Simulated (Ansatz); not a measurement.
# Ba2ClF3: the cost of one run

Method: DFT PBEsol, scalar-relativistic, plane waves, PAW, in Ansatz 0.2.0.

### Step 1. The system as given

It takes space group P-3m1 (No. 164, trigonal). Conventional cell: a = 4.498 Å, b = 4.498 Å, c = 7.501 Å, α = 90.00°, β = 90.00°, γ = 120.00°. Ba (site symmetry 3m) is surrounded by 7 F at 2.61 to 3.00 Å and 3 Cl at 3.43 Å. Around Cl (site symmetry -3m) lie 6 Ba at 3.43 Å. F (site symmetry -3m) has 6 F at 2.87 Å and 6 Ba at 3.00 Å as nearest neighbours. F (site symmetry 3m) is surrounded by 4 Ba at 2.61 to 2.74 Å.

Coordinates:

```
CELL_PARAMETERS angstrom
4.49766 0.00000 0.00000
-2.24883 3.89509 0.00000
0.00000 0.00000 7.50076
ATOMIC_POSITIONS crystal
Ba 0.66667 0.33333 0.20124
Ba 0.33333 0.66667 0.79876
Cl 0.00000 0.00000 0.50000
F 0.00000 0.00000 0.00000
F 0.66667 0.33333 0.83573
F 0.33333 0.66667 0.16427
```

The structure comes from the Materials Project (structure only).

### Step 2. Probe: one point at the start

input.yaml reads:

```yaml
crystal:
  lattice:
    - [4.4976579259, 0.0, 0.0]
    - [-2.248828963, 3.8950860214, 0.0]
    - [0.0, 0.0, 7.500756]
  atoms:
    - { symbol: Ba, position: [0.66666667, 0.33333333, 0.201239] }
    - { symbol: Ba, position: [0.33333333, 0.66666667, 0.798761] }
    - { symbol: Cl, position: [0.0, 0.0, 0.5] }
    - { symbol: F, position: [0.0, 0.0, 0.0] }
    - { symbol: F, position: [0.66666667, 0.33333333, 0.835733] }
    - { symbol: F, position: [0.33333333, 0.66666667, 0.164267] }
basis:
  ecutwfc: 420
kpoints:
  mp_grid: { grid: [6, 6, 4] }
hamiltonian:
  xc: pbesol
scf:
  occupations: { method: gaussian, width: 0.1 }
output:
  forces: true
  stress: true
  eigenvalues: true
```

Started as:

```sh
> ansatz run input.yaml --threads 4 --pin off --max-ram 5120MiB --backend cpu --events-out ev --progress --plain --runs-dir out
```

Q: Estimate wall time and peak memory on 4 threads of an x86-64 CPU, shared host.

About 1.3 s, with a peak of 0.53 GiB.
